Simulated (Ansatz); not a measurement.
# CH5FTe: the cost of one run

Program: Ansatz 0.2.0. Level of theory: RKS revPBE/def2-SVP. These are calculated values, not measurements.

### Step 1. Starting point

Bond lengths: C1–F2 1.370 Å, C1–H3 1.089 Å, C1–H4 1.089 Å, C1–H5 1.089 Å, Te6–H7 1.649 Å, Te6–H8 1.649 Å. Angles: F2–C1–H3 107.8°, F2–C1–H4 107.7°, F2–C1–H5 108.1°, H3–C1–H4 110.7°, H3–C1–H5 111.1°, H4–C1–H5 111.4°, H7–Te6–H8 87.0°.

Structure file:

```xyz
8

C    -0.0253   -0.1933   -1.5134
F    -0.3314    0.9888   -0.8928
H    -0.3623   -1.0037   -0.8690
H     1.0556   -0.2284   -1.6433
H    -0.5417   -0.2152   -2.4724
Te   -0.0288    0.8863    2.0409
H     0.1704   -0.7170    1.7131
H     0.0635    0.4824    3.6370
```

### Step 2. Preparing the start

input.yaml

```yaml
crystal:
  periodic: [false, false, false]
  atoms:
    - { symbol: C, position_ang: [-0.0253, -0.1933, -1.5134] }
    - { symbol: F, position_ang: [-0.3314, 0.9888, -0.8928] }
    - { symbol: H, position_ang: [-0.3623, -1.0037, -0.869] }
    - { symbol: H, position_ang: [1.0556, -0.2284, -1.6433] }
    - { symbol: H, position_ang: [-0.5417, -0.2152, -2.4724] }
    - { symbol: Te, position_ang: [-0.0288, 0.8863, 2.0409] }
    - { symbol: H, position_ang: [0.1704, -0.717, 1.7131] }
    - { symbol: H, position_ang: [0.0635, 0.4824, 3.637] }
basis:
  gaussian: { orbitals: def2-SVP }
hamiltonian:
  xc: revpbe
relax:
  f_tol: 0.02
  max_steps: 40
scf:
  lower_state_search: "off"
```

The run is started by

```
$ ansatz run input.yaml --threads 1 --pin off --max-ram 2048MiB --backend cpu --events-out ev --progress --plain --runs-dir out
```

**Question.** How long does this run take on 1 thread of Intel Xeon 6975P-C (Granite Rapids), shared host, and how much memory does it need?

About 8.7 s, with a peak of 0.14 GiB.
